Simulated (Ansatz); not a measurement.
**CSSe: how energies converge with the basis set**

The task here is to estimate one member of a computed series from the others.

Program: Ansatz 0.2.0, Gaussian basis. Level of theory: one geometry, several basis sets. These are calculated values, not measurements.

The runs, in order: PBE0-D4/def2-SVP; ωB97M-V/def2-SVP; PBE0-D4/def2-QZVPP; ωB97M-V/def2-QZVPP; the functionals' def2-TZVPP values are taken from earlier runs.

### The geometry

An earlier PBE0-D4 in a triple-zeta def2 set relaxation fixed the geometry.

SMILES `S=C=[Se]`, 3 atoms, charge 0, spin multiplicity 1.

Atoms are counted from 1 here; the program's logs count them from 0.

Bond lengths: S1–C2 1.545 Å, C2–Se3 1.692 Å. Angles: S1–C2–Se3 180.0°.

Set-up of the first run:

in.yaml

```yaml
crystal:
  periodic: [false, false, false]
  atoms:
    - {symbol: S, position_ang: [1.136705, -1.013822, 0.501235]}
    - {symbol: C, position_ang: [0.031509, -0.052209, 0.011207]}
    - {symbol: Se, position_ang: [-1.179214, 1.001231, -0.525641]}
basis:
  gaussian: {orbitals: def2-SVP}
hamiltonian: {xc: pbe0, dispersion: d4}
output: {orbitals: {seedname: orbitals}}
```

Launch:

```sh
$ ansatz run in.yaml --threads 2 --pin off --events-out ev --progress --plain --max-ram 4352MiB
```

Steps of the session up to this table: PBE0-D4 in def2-SVP; ωB97M-V in def2-SVP; PBE0-D4 in def2-QZVPP; ωB97M-V in def2-QZVPP.

One of the session's tables, all rows but one given; the rest of the session is left out.

It belongs to the step «Functionals by basis». 

| functional | basis | HOMO (eV) | LUMO (eV) |
| --- | --- | --- | --- |
| PBE0-D4 | def2-SVP | -7.44 | -1.95 |
| PBE0-D4 | def2-TZVPP | -7.50 | -2.11 |
| PBE0-D4 | def2-QZVPP | -7.51 | -2.15 |
| ωB97M-V | def2-SVP | -9.29 | 0.15 |
| ωB97M-V | def2-TZVPP | -9.38 | -0.09 |
| ωB97M-V | def2-QZVPP | ? | ? |

Estimate the missing values for ωB97M-V, def2-QZVPP.

As computed: HOMO (eV): -9.39; LUMO (eV): -0.15. In the column «HOMO (eV)» it is the lowest.
